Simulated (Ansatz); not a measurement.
# CH7NSiZn: one species, many methods

An exercise on one series of results from a longer session: the logs are not shown, and one member is left open.

Method: functionals in def2-TZVPP, the program's frozen cores in correlated methods; program: Ansatz 0.2.0, Gaussian basis.

Plan: LDA (SPW92), PBE-D4, revPBE-D4, BLYP-D4, r2SCAN-D4, B97M-V, PBE0-D4, B3LYP-D4, r2SCANh-D4, r2SCAN0-D4, HSE06-D4, BHLYP-D4, CAM-B3LYP-D4, LC-ωPBE, ωB97X-V, ωB97M-V, B2PLYP, PBE-QIDH; CCSD(T)/def2-SVP; CCSD(T)/def2-TZVPP; MP2/def2-QZVPP; extrapolation to the limit; RPA on PBE.

**The relaxed structure**

An earlier PBE0-D4 in a triple-zeta def2 set relaxation fixed the geometry.

SMILES `N[CH2][Zn][SiH3]`, 11 atoms, charge 0, spin multiplicity 1.

Atoms are counted from 1 here; the program's logs count them from 0.

Bond lengths: N1–C2 1.473 Å, N1–H5 1.012 Å, N1–H6 1.012 Å, C2–Zn3 1.987 Å, C2–H7 1.094 Å, C2–H8 1.094 Å, Zn3–Si4 2.389 Å, Si4–H9 1.493 Å, Si4–H10 1.493 Å, Si4–H11 1.493 Å. Angles: C2–N1–H5 111.1°, C2–N1–H6 111.1°, H5–N1–H6 106.5°, N1–C2–Zn3 116.1°, N1–C2–H7 108.0°, N1–C2–H8 108.0°, Zn3–C2–H7 109.8°, Zn3–C2–H8 109.7°, H7–C2–H8 104.7°, C2–Zn3–Si4 175.3°, Zn3–Si4–H9 112.4°, Zn3–Si4–H10 112.4°, Zn3–Si4–H11 112.1°, H9–Si4–H10 106.5°, H9–Si4–H11 106.5°, H10–Si4–H11 106.5°.

Set-up of the first run:

in.yaml reads:

```yaml
crystal:
  periodic: [false, false, false]
  atoms:
    - {symbol: N, position_ang: [-0.839158, 1.697565, -1.674616]}
    - {symbol: C, position_ang: [0.421326, 1.441218, -0.957004]}
    - {symbol: Zn, position_ang: [0.425984, -0.123668, 0.266865]}
    - {symbol: Si, position_ang: [0.245825, -2.036824, 1.686746]}
    - {symbol: H, position_ang: [-1.102672, 0.903890, -2.244587]}
    - {symbol: H, position_ang: [-1.602039, 1.853663, -1.028183]}
    - {symbol: H, position_ang: [0.683519, 2.346404, -0.400855]}
    - {symbol: H, position_ang: [1.216924, 1.331684, -1.700272]}
    - {symbol: H, position_ang: [-0.094816, -3.278196, 0.929976]}
    - {symbol: H, position_ang: [-0.809519, -1.874346, 2.730578]}
    - {symbol: H, position_ang: [1.519923, -2.318490, 2.412052]}
basis:
  gaussian: {orbitals: def2-TZVPP}
hamiltonian: {xc: lda}
output: {orbitals: {seedname: orbitals}}
```

Started as:

```console
$ ansatz run in.yaml --threads 4 --pin off --events-out ev --progress --plain --max-ram 10444MiB
```

Steps of the session up to this table: LDA; PBE-D4 (GGA); revPBE-D4 (GGA); BLYP-D4 (GGA); r2SCAN-D4 (meta-GGA); B97M-V (meta-GGA); B3LYP-D4 (hybrid); r2SCANh-D4 (hybrid); r2SCAN0-D4 (hybrid); HSE06-D4 (hybrid); BHLYP-D4 (hybrid); CAM-B3LYP-D4 (range-separated); LC-ωPBE (range-separated); ωB97X-V (range-separated); ωB97M-V (range-separated); B2PLYP (double hybrid); PBE-QIDH (double hybrid).

One of the session's tables, all rows but one given; the rest of the session is left out.

It belongs to the step «Orbital energies across the functionals». 

```
  functional  HOMO (eV)  gap (eV)
 LDA (SPW92)      -4.76      2.86
      PBE-D4      -4.60      2.91
   revPBE-D4      -4.54      2.94
     BLYP-D4      -4.49      2.86
   r2SCAN-D4      -4.77      3.30
      B97M-V      -4.87      3.18
     PBE0-D4      -5.71      4.72
    B3LYP-D4      -5.53      4.30
  r2SCANh-D4      -5.19      3.97
  r2SCAN0-D4          ?         ?
    HSE06-D4      -5.32      3.97
    BHLYP-D4      -6.76      6.42
CAM-B3LYP-D4      -7.01      6.83
     LC-ωPBE      -8.32      9.21
     ωB97X-V      -7.96      8.71
     ωB97M-V      -7.86      8.31
```

**Question.** Estimate the row for r2SCAN0-D4.

Worked estimate for «HOMO (eV)». Against the share of exact exchange, r2SCAN-D4 (0, -4.77), r2SCANh-D4 (0.1, -5.19) give a slope of -4.20 per unit share; at 0.25 the line stands at -5.82.

The run gave: HOMO (eV): -5.84; gap (eV): 4.98. In «HOMO (eV)» the line misses by +0.02.
